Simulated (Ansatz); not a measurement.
# Cu3O2: density of states with PBEsol

Crystal: Cu3O2.

```
CELL_PARAMETERS angstrom
-2.02298 2.02298 3.67362
2.02298 -2.02298 3.67362
2.02298 2.02298 -3.67362
ATOMIC_POSITIONS crystal
Cu 0.00000 0.00000 0.00000
Cu 0.75000 0.25000 0.50000
Cu 0.25000 0.75000 0.50000
O 0.50000 0.00000 0.50000
O 0.00000 0.50000 0.50000
```

The cell comes from a database or a generator and needn't be the stable form of this composition.

```
Program             : Ansatz 0.2.0
Task                : density of states
Functional          : PBEsol
Potentials or basis : all-electron PAW datasets made for the crystal
Cutoff              : 540 eV (chosen from the basis error)
k mesh              : 9 × 9 × 9
Occupations         : fermi-dirac, width 0.05 eV
Spin                : no spin polarisation
```

```yaml
Pressure: -6.2 GPa
Band_gap_on_the_k_mesh: none (metal or under the smearing width)
```

Stress tensor (GPa, compression positive):
```
-4.81  0.00  0.00
 0.00 -4.81  0.00
 0.00  0.00 -8.93
```

Levels at points of the mesh, in eV from the Fermi level:
```
           k point  band 20  band 21  band 22  band 23  band 24  band 25
(0.00, 0.00, 0.00)    -1.45    -0.77    -0.77     0.40     0.44     5.09
```

States per cell in windows of 1 eV (zero at the Fermi level; states under -8 eV left out):
| from (eV) | total |
| --- | --- |
| -8.0 | 0.98 |
| -7.0 | 2.73 |
| -6.0 | 4.21 |
| -5.0 | 2.06 |
| -4.0 | 5.63 |
| -3.0 | 10.66 |
| -2.0 | 9.14 |
| -1.0 | 5.55 |
| 0.0 | 1.03 |
| 1.0 | 0.73 |
| 2.0 | 1.37 |
| 3.0 | 1.60 |
| 4.0 | 0.55 |
| 5.0 | 1.04 |
| 6.0 | 1.64 |
| 7.0 | 1.13 |

Wall time 72 s on 4 threads of Intel(R) Xeon(R) Processor @ 2.50GHz (Skylake/Cascade Lake), with other jobs on the host, peak memory 1.1 GiB.

Caveat: the program warned that the printed levels may be off, so bands, gaps and densities of states are rough; an odd number of electrons without spin polarisation forces a metal; a magnetic or distorted state may lie lower; the run has no spin polarisation, though such a crystal can be magnetic; semilocal functionals often make such compounds metallic where correlation or magnetic order opens a gap, which also shifts bond lengths. With open d or f shells a metallic result of PBEsol can be an artefact of self-interaction; +U or a hybrid may open a gap.
